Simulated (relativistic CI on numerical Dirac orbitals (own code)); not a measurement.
# Ce XXXIX (Ce³⁸⁺): levels and lines

What are the lowest levels and the strongest lines of Ce³⁸⁺? One CI run answers it; runs with one setting changed show what the result hangs on.

Program: relativistic CI on numerical Dirac orbitals (own code) version 4. Level of theory: Dirac-Coulomb-Breit CI, KLI orbitals optimised for each configuration, model QED (radiative potential, 1s self-energy scaled to tabulated hydrogen-like ionisation energies). These are calculated values, not measurements, unless marked.

## Step 1: The system

- ion: Ce³⁸⁺ (Ce XXXIX)
- nuclear charge: 58
- electrons: 20
- isotope: A = 140
- first configuration typed: [Ar] 3d2

Outer shells as boxes (Hund's rule):

first configuration typed
```
[Ar] core
3d [↑ ][↑ ][  ][  ][  ]
```

## Step 2: Base run

Input settings:

```ini
atom Ce  Z=58  charge=38  electrons=20
nucleus A=140  rms_radius_fm=4.8771
hamiltonian dirac-coulomb  breit=on  qed=on  c_scale=1
orbitals kli  potential=per-configuration
slater_scale 1
correlation none
mixing on
configurations
  [Ar] 3d2
  [Ne] 3s2 3p5 3d3
  [Ne] 3s 3p6 3d3
  [Ar] 3d 4s
  [Ar] 3d 4p
  [Ar] 3d 4d
  [Ne] 3s2 3p5 3d2 4s
  [Ar] 3d 4f
  [Ne] 3s2 3p5 3d2 4p
  [Ne] 3s2 3p5 3d2 4d
  [Ne] 3p6 3d4
  [Ne] 3p5 3d5
  [Ne] 3p5 3d4 4s
  [Ne] 3p6 3d3 4s
  [Ne] 3p5 3d3 4s2
end
```

Started as:

```
python run_levels.py task.json out
```

task.json lists these runs, among others, and the program works through them in turn.

## Step 3: Slater integrals scaled by 0.9

Settings: those of step 2 with these lines changed.

```diff
@@ -4,3 +4,3 @@
 orbitals kli  potential=per-configuration
-slater_scale 1
+slater_scale 0.9
 correlation none
```

## Step 4: Without QED terms

Settings: those of step 3 with these lines changed.

```diff
@@ -2,5 +2,5 @@
 nucleus A=140  rms_radius_fm=4.8771
-hamiltonian dirac-coulomb  breit=on  qed=on  c_scale=1
+hamiltonian dirac-coulomb  breit=on  qed=off  c_scale=1
 orbitals kli  potential=per-configuration
-slater_scale 0.9
+slater_scale 1
 correlation none
```

## Step 5: Non-relativistic limit (c × 1000)

Settings: those of step 4 with these lines changed.

```diff
@@ -2,3 +2,3 @@
 nucleus A=140  rms_radius_fm=4.8771
-hamiltonian dirac-coulomb  breit=on  qed=off  c_scale=1
+hamiltonian dirac-coulomb  breit=off  qed=off  c_scale=1000
 orbitals kli  potential=per-configuration
```

(Steps that only read results are left out.)

Q: Predict the outcome of this session. Wanted: lowest level; first excitation; lowest level of the other parity; fastest E1 line; ionisation energy.

**Answer**, as computed:

| run | time | mean size of shift, levels followed (cm⁻¹) | lowest level | ionisation energy (eV) |
| --- | --- | --- | --- | --- |
| main run | 1.8 s | 0 | 3d2 3F2 | 2706.2 |
| Slater integrals scaled by 0.9 | 1.8 s | 10675 | 3d2 3F2 | 2705.7 |
| without QED terms | 1.1 s | 1045 | 3d2 3F2 | 2706.1 |
| non-relativistic limit (c × 1000) | 0.92 s | 215894 | 3d2 3F2 | - |

The tabulated theoretical ionisation energy (NIST) is 2706 eV.

```
                                                                         quantity                                      value
                                                                     lowest level                                    3d2 3F2
                                                                 first excitation                       3d2 3P0, 129072 cm⁻¹
                                                 lowest level of the other parity  3p5 3d3 [3p3/2^3 3d3/2^3] J=2°, 194.10 eV
                                                              levels in the model                                       1699
fastest E1 line (by rate) to the lowest level among the lowest 200 of 1699 levels    1.074 nm, from 3d 4p [3d3/2 4p1/2] J=2°
                                                                ionisation energy                                  2706.2 eV
                                  ionisation energy, tabulated theoretical (NIST)                                    2706 eV
```

**Reading.** 3d2 3F2 comes out lowest; its LS label holds 80 % and its jj label 98 %; over the low levels the means are 59 and 90 %, so jj coupling describes them better. The ionisation energy agrees with the tabulated theoretical value within its uncertainty of 4 eV. The largest mover is «non-relativistic limit (c × 1000)» (215894 cm⁻¹ on average). Lifetimes count radiative decay inside the model alone.
